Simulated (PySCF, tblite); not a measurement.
# C₄H₉Si radical: geometry, infrared bands and EPR parameters

Aim: predict the infrared bands and EPR parameters of C₄H₉Si radical (`[H]/[C]=C(/C)[SiH2]C`).

Computed with tblite 0.8.0 and PySCF 2.14.0, with density-fitted response routines of our own, on a single molecule in the gas phase. Atoms count from 0, in the outputs and in this text.

### 1 Starting geometry

14 atoms, charge 0, multiplicity 2; geometry from: force field or distance geometry start.

Bonds of the start (Å): C0–C1 1.30, C1–C2 1.51, C1–Si3 1.84, Si3–C4 1.84, C0–H5 1.07, C2–H6 1.08, C2–H7 1.09, C2–H8 1.09, Si3–H9 1.50, Si3–H10 1.49, C4–H11 1.09, C4–H12 1.10, C4–H13 1.11.

### 2 Optimising the geometry with GFN2-xTB

What the job is given:

```
{"job": {"kind": "relax", "xc": "GFN2-xTB", "basis": "xTB"}, "charge": 0, "multiplicity": 2}
C      0.614100     1.789400     0.600600
C      0.736300     0.522000     0.356900
C      2.030800    -0.140000    -0.046600
Si    -0.756100    -0.538800     0.561700
C     -1.921000    -0.376400    -0.851000
H      0.497500     2.835700     0.793900
H      2.347000    -0.871000     0.688300
H      1.917500    -0.634200    -1.013000
H      2.831700     0.596800    -0.152700
H     -1.460200    -0.198200     1.837300
H     -0.326900    -1.965000     0.680200
H     -2.283900     0.650900    -0.953500
H     -2.797600    -1.021300    -0.721800
H     -1.429900    -0.650400    -1.802400
```

On the command line:

```bash
> OMP_NUM_THREADS=1 python probes_run.py task.json out
```

The driver reads the jobs from task.json and runs them one after another.

Standard output:

```text
step      E/eV     max force
  0    -400.92141    2.329
  1    -401.04084    1.024
  2    -401.05104    1.333
  3    -401.06424    0.219
  4    -401.06870    0.254
  5    -401.07596    0.342
  6    -401.07806    0.204
  7    -401.07988    0.133
  8    -401.08180    0.225
  9    -401.08579    0.351
 10    -401.09371    0.397
 11    -401.10014    0.361
 12    -401.11288    0.330
 13    -401.13332    0.423
 14    -401.14366    0.430
 15    -401.15549    0.449
 16    -401.16741    0.423
 17    -401.17995    0.304
 18    -401.19234    0.300
 19    -401.20242    0.258
 20    -401.20955    0.243
 21    -401.21615    0.279
 22    -401.22313    0.313
 23    -401.22513    0.383
 24    -401.23116    0.131
 25    -401.23279    0.146
 26    -401.23446    0.141
 27    -401.23592    0.122
 28    -401.23755    0.096
 29    -401.23861    0.067
 30    -401.23921    0.060
 31    -401.23959    0.050
 32    -401.24003    0.056
 33    -401.24059    0.060
 34    -401.24131    0.071
 35    -401.24207    0.083
 36    -401.24274    0.087
 37    -401.24322    0.085
 38    -401.24353    0.052
 39    -401.24375    0.036
 40    -401.24394    0.054
 41    -401.24416    0.083
 42    -401.24445    0.091
 43    -401.24478    0.063
 44    -401.24504    0.038
 45    -401.24519    0.038
 46    -401.24530    0.052
 47    -401.24541    0.046
 48    -401.24549    0.022
 49    -401.24553    0.015
 50    -401.24556    0.020
 51    -401.24559    0.024
 52    -401.24563    0.021
 53    -401.24567    0.015
 54    -401.24569    0.014
 55    -401.24572    0.015
 56    -401.24574    0.018
 57    -401.24579    0.018
 58    -401.24583    0.017
 59    -401.24587    0.015
 60    -401.24590    0.013
 61    -401.24594    0.015
 62    -401.24597    0.017
 63    -401.24600    0.019
 64    -401.24602    0.019
 65    -401.24605    0.018
 66    -401.24608    0.020
 67    -401.24614    0.026
 68    -401.24619    0.020
 69    -401.24622    0.009
```

Wall time 0.28 s (1 thread of Arm Neoverse V2, shared host).

Along the way: (not every step is listed)

```
step  energy from step 0 (eV)  largest force (eV/Å)
   0                   0.0000                2.3292
   1                  -0.1194                1.0236
   2                  -0.1296                1.3326
   3                  -0.1428                0.2194
   4                  -0.1473                0.2543
   5                  -0.1546                0.3424
   6                  -0.1567                0.2035
   7                  -0.1585                0.1329
   8                  -0.1604                0.2251
  13                  -0.2119                0.4226
  18                  -0.2709                0.3005
  23                  -0.3037                0.3829
  28                  -0.3161                0.0955
  33                  -0.3192                0.0604
  38                  -0.3221                0.0520
  43                  -0.3234                0.0635
  48                  -0.3241                0.0221
  53                  -0.3243                0.0146
  58                  -0.3244                0.0169
  63                  -0.3246                0.0193
  64                  -0.3246                0.0192
  65                  -0.3246                0.0175
  66                  -0.3247                0.0199
  67                  -0.3247                0.0262
  68                  -0.3248                0.0198
  69                  -0.3248                0.0086
```

Close pairs (by a distance rule), those that changed most:

```
   bond  before (Å)  after (Å)  change (Å)
 C1–Si3       1.842      1.942      +0.100
 Si3–C4       1.838      1.898      +0.060
 Si3–H9       1.496      1.466      -0.030
Si3–H10       1.494      1.468      -0.026
 C4–H13       1.105      1.087      -0.019
 C4–H12       1.096      1.086      -0.010
  C0–C1       1.296      1.288      -0.009
 C4–H11       1.094      1.086      -0.008
```

The next job starts from the end point, and lists it.

### 3 Harmonic vibrations with GFN2-xTB

What the job is given:

```
{"job": {"kind": "ir", "xc": "GFN2-xTB", "basis": "xTB"}, "charge": 0, "multiplicity": 2}
C      0.754547     1.858224     0.544412
C      0.818345     0.584413     0.366687
C      2.042377    -0.164777    -0.084617
Si    -0.741544    -0.538821     0.643802
C     -1.874889    -0.327543    -0.864314
H      0.010531     2.557181     0.854591
H      2.333886    -0.895024     0.668923
H      1.837700    -0.701803    -1.009873
H      2.871320     0.519171    -0.251128
H     -1.419948    -0.112746     1.871577
H     -0.299304    -1.933955     0.764190
H     -2.187166     0.707269    -0.973492
H     -2.770294    -0.934800    -0.767607
H     -1.376239    -0.617263    -1.785319
```

Standard output:

```text
mode    cm-1     km/mol
  1     -21.3      0.28
  2     118.7      0.21
  3     129.5      1.42
  4     141.4      0.24
  5     236.8      0.53
  6     342.4      3.50
  7     380.0      4.35
  8     455.4     54.48
  9     545.5      0.35
 10     562.2     36.70
 11     662.3    187.40
 12     690.7      9.20
 13     744.7    114.45
 14     753.4     33.57
 15     777.7    223.40
 16     829.3     79.51
 17     836.0    181.49
 18     998.8      0.03
 19    1034.1      0.16
 20    1084.1      6.60
 21    1369.6      8.21
 22    1392.4      1.27
 23    1481.8      4.53
 24    1483.5      2.10
 25    1484.5      1.30
 26    1485.4      1.95
 27    1728.3      0.43
 28    2210.5    361.49
 29    2238.6    272.24
 30    3000.3     33.62
 31    3012.8     23.82
 32    3032.3     29.74
 33    3033.6     25.81
 34    3037.1     34.52
 35    3038.8      8.17
 36    3164.5     43.70
```

Run time: 0.28 s. Hardware: 1 thread of Arm Neoverse V2, shared host.

The strongest bands and the atoms that carry them (share of the mass-weighted mode):

```
cm⁻¹  km/mol                                  atoms
 455    54.5            H10 34 %, H9 34 %, Si3 16 %
 662   187.4                      H9 41 %, H10 36 %
 745   114.5                       H5 54 %, C0 18 %
 778   223.4            H9 41 %, H10 41 %, Si3 11 %
 829    79.5            H11 35 %, H13 34 %, C4 17 %
 836   181.5  H12 40 %, C4 15 %, H13 13 %, H11 12 %
2210   361.5                               H10 94 %
2239   272.2                                H9 94 %
```

### 4 g tensor and hyperfine couplings: B3LYP/pcH-1

Same as in step 3 but for these lines:

```diff
@@ -1,2 +1,2 @@
-{"job": {"kind": "ir", "xc": "GFN2-xTB", "basis": "xTB"}, "charge": 0, "multiplicity": 2}
+{"job": {"kind": "epr", "basis": "pcH-1"}, "charge": 0, "multiplicity": 2}
 C      0.754547     1.858224     0.544412
```

Method: UKS B3LYP, pcH-1 on C H Si, non-relativistic, mean-field spin-orbit, GIAO.

Standard output:

```text
UKS, coarse grid
  cycle   1  E = -447.20990224  |g| = 3.56e-01
  cycle   2  E = -447.18703253  |g| = 4.11e-01
  cycle   3  E = -447.27462524  |g| = 3.70e-02
  cycle   4  E = -447.27490594  |g| = 3.42e-02
  cycle   5  E = -447.27551272  |g| = 9.39e-03
  cycle   6  E = -447.27558575  |g| = 2.98e-03
  cycle   7  E = -447.27560095  |g| = 1.76e-03
  cycle   8  E = -447.27560731  |g| = 7.05e-04
UKS, final grid
  cycle   1  E = -447.27561839  |g| = 5.52e-04
  cycle   2  E = -447.27561875  |g| = 5.57e-04
  cycle   3  E = -447.27561898  |g| = 1.85e-04
  cycle   4  E = -447.27561913  |g| = 9.94e-05
  cycle   5  E = -447.27561914  |g| = 2.34e-05
  cycle   6  E = -447.27561914  |g| = 5.33e-06
E = -447.27561914 Eh   <S^2> = 0.7584 (exact 0.7500)
g shifts (ppm)      1          2          3
  rmc          -152       -152       -152
  gc             17         12        -27
  oz_so        -603        -21        670
  total        -738       -160        491
hyperfine (MHz)  atom isotope    a_iso     a_fc   dipolar eigenvalues
    0   13C     283.06     283.18    -75.89    -55.86    131.75
    1   13C     -25.29     -25.28    -19.21      0.88     18.32
    2   13C      76.82      76.83     -5.46     -5.01     10.47
    3  29Si    -125.44    -125.61    -27.73     13.07     14.66
    4   13C      -2.56      -2.56     -0.58     -0.21      0.79
    5    1H      56.84      56.84    -29.78     -6.73     36.51
    6    1H     -10.14     -10.14     -2.94     -2.65      5.60
    7    1H     -10.40     -10.40     -2.94     -2.71      5.64
    8    1H      -2.65      -2.65     -6.18     -1.94      8.12
    9    1H      -5.65      -5.65     -2.72     -1.27      3.99
   10    1H      27.60      27.59     -2.34     -0.51      2.85
   11    1H      -0.27      -0.28     -1.65     -1.17      2.82
   12    1H       4.43       4.43     -0.98     -0.40      1.38
   13    1H       1.01       1.01     -1.22     -0.78      2.00
```

Run time: 43 s. Hardware: 1 thread of Arm Neoverse V2, shared host; peak memory 0.85 GiB.

Principal g values 2.00158, 2.00216, 2.00281; g(iso) = 2.00218, against 2.00232 for a free electron.

Hyperfine couplings; where a row names several nuclei, a(iso) is their mean (it holds for fast rotation or exchange) and the dipolar term the largest among them:

```
       nuclei  isotope  a(iso) (MHz)  a(iso) (G, at g = 2.0023)  largest dipolar term (MHz)
           C0      13C         283.1                      101.0                       131.8
          Si3     29Si        -125.4                      -44.8                       -27.7
           C2      13C          76.8                       27.4                        10.5
           H5       1H          56.8                       20.3                        36.5
           C1      13C         -25.3                       -9.0                       -19.2
      H9, H10       1H          11.0                        3.9                         4.0
   H6, H7, H8       1H          -7.7                       -2.8                         8.1
           C4      13C          -2.6                       -0.9                         0.8
H11, H12, H13       1H           1.7                        0.6                         2.8
```

Mulliken spin populations:

C0 0.96; C1 -0.15; C2 0.05; Si3 0.11; C4 0.00; H5 0.01; H6 0.00; H7 0.00; H8 0.01; H9 0.00; H10 0.02; H11 0.00; H12 0.00; H13 0.00

In first order the couplings over 0.8 MHz of 1H give 96 distinct lines over 38.2 G, if the averaged nuclei exchange fast; the same motion can average rows kept apart here too.

Orbitals, density, ELF and potential are computed afterwards from the orbital file.

ELF in a plane through or near 6 of the atoms.

Ten even steps from '0' (0.00) to '9' (1.00):
```
0000000000000000000000000000
0000000000000000000000000000
0000000000001100000000000000
0000000000048871000000000000
0000000354599996000000000000
0000003788899995000000000000
0000001688355640000110000000
0000000036767410015762000000
0000011002667531137762000000
0000599856724763676655420000
0000589921775544881299982000
0000135523640012565699992000
0000001367860001123479971000
0000000124640000000012200000
0000000001100000000000000000
0000000000000000000000000000
0000000000000000000000000000
0000000000000000000000000000
0000000000000000000000000000
0000000000000000000000000000
```
The map spans 11.1 Å across and 10.5 Å up, centred on the molecule. Atoms in the plane (x, y in Å): C0 (-1.1, 1.8), C1 (-0.9, 0.5), C2 (-2.0, -0.6), C4 (2.0, -0.2), H5 (-0.5, 2.6), H12 (3.0, -0.6).

On the surface of density 0.002 e/bohr³ the electrostatic potential runs, from the 1st to the 99th percentile, from -0.71 V near C0 to 1.01 V near H5.

The spin density lies nearest to C0 67 %; H5 9 %; C1 8 % (both signs).

### 5 Outcome

| quantity | value |
| --- | --- |
| strongest single infrared mode (GFN2-xTB) | 2210 cm⁻¹, 361 km/mol |
| zero-point energy (GFN2-xTB) | 67.9 kcal/mol |
| g(iso) (B3LYP) | 2.00218 |
| ⟨S²⟩ | 0.758 (exact 0.75) |
| largest a(iso) (averaged by class) | 13C on C0, 283.1 MHz |
| potential on the surface of density 0.002 e/bohr³, 1st and 99th percentile | -0.71 V and 1.01 V |

Relaxing lowered the energy by 0.325 eV in 69 steps; the close pair that moved most is C1–Si3, from 1.842 to 1.942 Å. The lowest mode is imaginary (21i cm⁻¹), so the xTB geometry is not a minimum: the zero-point energy counts the real modes alone, and all values at this geometry belong to a saddle point. The strongest single mode, at 2210 cm⁻¹, moves mainly H10. Unscaled tight-binding wavenumbers are off by several per cent, some by more. Its intensities can rank the bands wrongly. C0 carries the largest spin population, 0.96 e. The isotropic g lies 0.1 ppt below the free-electron value.
